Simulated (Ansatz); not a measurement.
**C3H4OSi: a ladder of functionals and wavefunction methods**

An exercise on one series of results from a longer session: the logs are not shown, and one member is left open.

Computed with Ansatz 0.2.0, Gaussian basis. Level: functionals in def2-TZVPP, the program's frozen cores in correlated methods.

Levels to be run: LDA (SPW92), PBE-D4, revPBE-D4, BLYP-D4, r2SCAN-D4, B97M-V, PBE0-D4, B3LYP-D4, r2SCANh-D4, r2SCAN0-D4, HSE06-D4, BHLYP-D4, CAM-B3LYP-D4, LC-ωPBE, ωB97X-V, ωB97M-V, B2PLYP, PBE-QIDH; CCSD(T)/def2-SVP; CCSD(T)/def2-TZVPP; MP2/def2-QZVPP; extrapolation to the limit; RPA on PBE.

## Structure used throughout

The geometry comes from an earlier relaxation with PBE0-D4 in a triple-zeta def2 set; it is a stationary point, not always the lowest conformer.

9 atoms, charge 0, spin multiplicity 1.

Atoms are counted from 1 here; the program's logs count them from 0.

Bond lengths: C1–C2 1.206 Å, C1–H6 1.066 Å, C2–Si3 1.820 Å, Si3–C4 1.931 Å, Si3–H7 1.482 Å, Si3–H8 1.482 Å, C4–O5 1.204 Å, C4–H9 1.115 Å. Angles: C2–C1–H6 179.6°, C1–C2–Si3 177.3°, C2–Si3–C4 109.1°, C2–Si3–H7 110.4°, C2–Si3–H8 110.3°, C4–Si3–H7 108.2°, C4–Si3–H8 108.1°, H7–Si3–H8 110.5°, Si3–C4–O5 120.3°, Si3–C4–H9 119.7°, O5–C4–H9 120.1°.

Set-up of the first run:

File in.yaml:

```yaml
crystal:
  periodic: [false, false, false]
  atoms:
    - {symbol: C, position_ang: [2.092363, 0.070505, 1.318642]}
    - {symbol: C, position_ang: [1.228340, -0.206472, 0.523793]}
    - {symbol: Si, position_ang: [-0.123793, -0.561377, -0.641704]}
    - {symbol: C, position_ang: [-1.588848, 0.649064, -0.299427]}
    - {symbol: O, position_ang: [-2.585576, 0.600715, -0.972250]}
    - {symbol: H, position_ang: [2.860601, 0.309867, 2.018357]}
    - {symbol: H, position_ang: [0.329582, -0.356052, -2.037487]}
    - {symbol: H, position_ang: [-0.615976, -1.946627, -0.453491]}
    - {symbol: H, position_ang: [-1.508091, 1.394077, 0.526568]}
basis:
  gaussian: {orbitals: def2-TZVPP}
hamiltonian: {xc: lda}
output: {orbitals: {seedname: orbitals}}
```

Run with:

```sh
> ansatz run in.yaml --threads 2 --pin off --events-out ev --progress --plain --max-ram 4352MiB
```

Among the steps run: LDA; PBE-D4 (GGA); revPBE-D4 (GGA); BLYP-D4 (GGA); r2SCAN-D4 (meta-GGA); B97M-V (meta-GGA); B3LYP-D4 (hybrid); r2SCANh-D4 (hybrid); r2SCAN0-D4 (hybrid); HSE06-D4 (hybrid); BHLYP-D4 (hybrid); CAM-B3LYP-D4 (range-separated); LC-ωPBE (range-separated); ωB97X-V (range-separated); ωB97M-V (range-separated); B2PLYP (double hybrid); PBE-QIDH (double hybrid).

One table of the session follows, with a row left open; its other results are not shown here.

It belongs to the step «Orbital energies across the functionals». 

| functional | HOMO (eV) | LUMO (eV) | gap (eV) |
| --- | --- | --- | --- |
| LDA (SPW92) | -5.89 | -3.24 | 2.65 |
| PBE-D4 | -5.76 | -2.98 | 2.77 |
| revPBE-D4 | -5.70 | -2.89 | 2.81 |
| BLYP-D4 | ? | ? | ? |
| r2SCAN-D4 | -6.01 | -2.78 | 3.22 |
| B97M-V | -6.15 | -2.73 | 3.42 |
| PBE0-D4 | -7.18 | -1.84 | 5.34 |
| B3LYP-D4 | -6.97 | -2.09 | 4.88 |
| r2SCANh-D4 | -6.54 | -2.36 | 4.18 |
| r2SCAN0-D4 | -7.36 | -1.74 | 5.62 |
| HSE06-D4 | -6.78 | -2.23 | 4.54 |
| BHLYP-D4 | -8.57 | -0.63 | 7.93 |
| CAM-B3LYP-D4 | -8.57 | -0.62 | 7.96 |
| LC-ωPBE | -9.83 | 0.62 | 10.45 |
| ωB97X-V | -9.53 | 0.53 | 10.06 |
| ωB97M-V | -9.45 | 0.41 | 9.86 |

Q: Estimate the row for BLYP-D4 from the others.

Worked estimate for «HOMO (eV)». Against the share of exact exchange, B3LYP-D4 (0.2, -6.97), BHLYP-D4 (0.5, -8.57) give a slope of -5.33 per unit share; at 0 the line stands at -5.90.

As computed: HOMO (eV): -5.67; LUMO (eV): -2.83; gap (eV): 2.83. In «HOMO (eV)» the line misses by -0.23.
